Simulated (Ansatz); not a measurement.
2 structures of Na2Cl, a ranking of polymorphs by energy

Program: Ansatz 0.2.0 through its Python package.

At the Python prompt:
```pycon
>>> import warnings
>>> import ansatz as az
>>> import numpy as np
>>> XC = 'r2SCAN'
>>> MIXING_BETA = 0.2
>>> SCF_TOL = 1e-06
>>> EXTRA_BANDS = 4
>>> CUTOFF_EV = 600
>>> K_SPACING = 0.26
>>> FILLING = 'fermi_dirac'
>>> SMEARING_WIDTH = 0.1
>>> def ground_state(name, crystal):
...     calc = (
...         crystal.calculation()
...         .functional(XC)
...         .mixing('broyden', beta=MIXING_BETA)
...         .scf(tolerance=SCF_TOL, extra_bands=EXTRA_BANDS)
...         .basis(CUTOFF_EV)
...         .kpoints(spacing=K_SPACING)
...         .occupations(FILLING, width=SMEARING_WIDTH)
...         .stress()
...         .band_table()
...     )
...     calc = calc.relax(force_tolerance=0.01, max_steps=40, cell=True)
...     return calc.run(threads=1, backend='cpu')
...
>>> def pressure_gpa(outcome):
...     return float(np.trace(outcome.report['stress_gpa']) / 3)
...
>>> def volume_per_atom(outcome):
...     return abs(np.linalg.det(outcome.lattice.cell_ang)) / len(outcome.lattice.sites)
...
>>> warnings.simplefilter('ignore', az.DeckWarning)
>>> phases = {}
>>> p4_mmm = (
...     az.Lattice.from_parameters(3.556088, 3.556088, 12.592574, alpha=90, beta=90, gamma=90)
...     .space_group(123, hermann_mauguin='P4/mmm')
...     .atom('Na', [0.0, 0.0, 0.226903])
...     .atom('Na', [0.0, 0.0, 0.5])
...     .atom('Na', [0.5, 0.5, 0.0])
...     .atom('Cl', [0.5, 0.5, 0.359178])
... )
>>> phases['P4/mmm'] = p4_mmm
>>> r_3m = (
...     az.Lattice.from_parameters(3.93477439, 3.93477439, 20.18723283, alpha=90, beta=90, gamma=120)
...     .space_group(166)
...     .atom('Na', [0.0, 0.0, 0.751074])
...     .atom('Cl', [0.0, 0.0, 0.0])
...     .primitive()
... )
>>> phases['R-3m'] = r_3m
>>> done = {}
>>> for name, crystal in phases.items():
...     try:
...         done[name] = ground_state(name, crystal)
...     except az.NonConvergedError as error:
...         print(name, 'did not converge:', str(error)[:120])
...
>>> energy = {name: o.report['energy_sigma0_ev'] / len(o.lattice.sites) for name, o in done.items()}
>>> lowest = min(energy.values())
>>> rows = [(name, len(o.lattice.sites), 1000 * (energy[name] - lowest), pressure_gpa(o), volume_per_atom(o)) for name, o in done.items()]
>>> rows.sort(key=lambda row: row[2])
>>> print('     phase       atoms  dE (meV/atom)     P (GPa)  V (A^3/atom)')
     phase       atoms  dE (meV/atom)     P (GPa)  V (A^3/atom)
>>> for row in rows:
...     print(f'{str(row[0]):>10}  {row[1]:10d}  {row[2]:13.1f}  {row[3]:10.2f}  {row[4]:12.3f}')
...
      R-3m           3            0.0        0.01        28.993
    P4/mmm           6           43.0       -0.00        26.415
>>> print('lowest in energy:', rows[0][0])
lowest in energy: R-3m
```

By space group at the end of each run: R-3m (+0 meV an atom, 29.0 Å³) and P4/mmm (+43 meV an atom, 26.4 Å³).

Notes:
- The settings weren't tested for convergence.
- A cell here holds an odd number of electrons and is run without spin, so a magnetic state may lie lower.
- For the metals among these phases the mesh is modest: differences between phases can be off by up to 40 meV an atom.
- The program warned that this SCF threshold is loose for forces or stresses.
- Pressure is positive in compression.
- The cells come from databases of deposited and of computed structures, and not all need be stable phases.
- The ranking holds among these structures alone, at zero temperature; the ground state may be another structure. Differences under about 40 meV an atom lie within the error of mesh and functional.
- The script silences the warnings on its input, which a real study should read.
- Timing: 69 s on 1 thread of AMD EPYC 9R45 96-Core Processor (Zen 5), on a shared host, peak memory 0.98 GiB.
